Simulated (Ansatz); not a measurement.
**UPBE/cc-pVTZ run of S2 (sulfur dimer)**

What is the electronic atomisation energy of S2 (sulfur dimer) at UPBE/cc-pVTZ? 

Program for the calculation: Ansatz 0.2.0.

18 further runs of the same task are left out: 1 that didn't finish, 17 set aside as unsound or not needed.

## 1. Starting point

S2: 2 atoms, total charge 0, spin state triplet. SMILES: `S=S`. The bond length is the measured one.

Bond lengths: S1–S2 1.889 Å.

## 2. A single-point energy at UPBE/cc-pVTZ

Input file in.yaml:

```yaml
crystal:
  periodic: [false, false, false]
  atoms:
    - {symbol: S, position_ang: [0.000000, 0.000000, 0.000000]}
    - {symbol: S, position_ang: [0.000000, 0.000000, 1.889200]}
basis:
  gaussian: {orbitals: cc-pVTZ}
output: {orbitals: {seedname: orbitals}}
magnetization: {spin_polarized: true, initial_magnetization: 2}
accuracy: high
hamiltonian: {xc: pbe}
```

On the command line:

```sh
$ ansatz run in.yaml --threads 1 --pin off --max-ram 3480MiB --events-out events.jsonl --progress --plain --runs-dir runs
```

The program printed:

```text
Warning: RAYON_NUM_THREADS=1 ignored (pool sized by the plan → 1); use --threads N
Functional definition: PBE
  name "PBE"
  parameter kappa = 0.804
  parameter beta = 0.06672455060314922
  exchange = pbe_x(kappa = kappa, mu = beta*pi^2/3)
  correlation = pbe_c(beta = beta)
939 factors; integrals over basis functions are off by at most 3.5e-9 eV
mean field evaluation 1: about -21661.6955 eV, gradient 8.1e0 eV
mean field evaluation 2: about -21661.6283 eV, gradient 9.3e0 eV
mean field evaluation 4: about -21662.1064 eV, gradient 3.4e-1 eV
mean field evaluation 8: about -21662.1022 eV, gradient 2.5e-3 eV
mean field evaluation 16: about -21662.1022 eV, gradient 1.3e-6 eV
mean field -21662.10218474 eV, -796.0675721890 hartree, gradient 3.6e-8 eV, S^2 2.004443; 0 other end points of the search recorded, 0 dependent functions left out
reference -21662.10218668 eV, -796.0675722604 hartree; 17, 15 occupied and 51, 53 virtual orbitals, 939 factors
Total energy: -21662.10218668 eV, -796.0675722604 hartree
```

Run time: 2.2 s. Hardware: 1 thread of Intel Xeon Platinum 8488C (Sapphire Rapids), shared host; peak memory 0.15 GiB.

## 3. The S atom at the same level

Input file molecule.yaml:

```yaml
crystal:
  periodic: [false, false, false]
  atoms:
    - {symbol: S, position_ang: [0.000000, 0.000000, 0.000000]}
basis:
  gaussian: {orbitals: cc-pVTZ}
magnetization: {spin_polarized: true, initial_magnetization: 2}
hamiltonian: {xc: pbe}
accuracy: high
```

Run the same way, it converges to -397.94407 Eh (log not shown).

## 4. Results

Level: UPBE/cc-pVTZ.

| quantity | value |
| --- | --- |
| molecule: total energy | -796.06757 Eh |
| molecule: HOMO energy (highest over α and β) | -5.76 eV |
| molecule: LUMO energy (lowest over α and β) | -4.45 eV |
| molecule: ⟨S²⟩ | 2.004 |
| S atom: total energy | -397.94407 Eh |
| S atom: ⟨S²⟩ | 2.004 |
| electronic atomisation energy | 4.883 eV |

Taking the molecule apart into free atoms costs 4.88 eV (471 kJ/mol), before zero-point energy and without spin-orbit coupling.
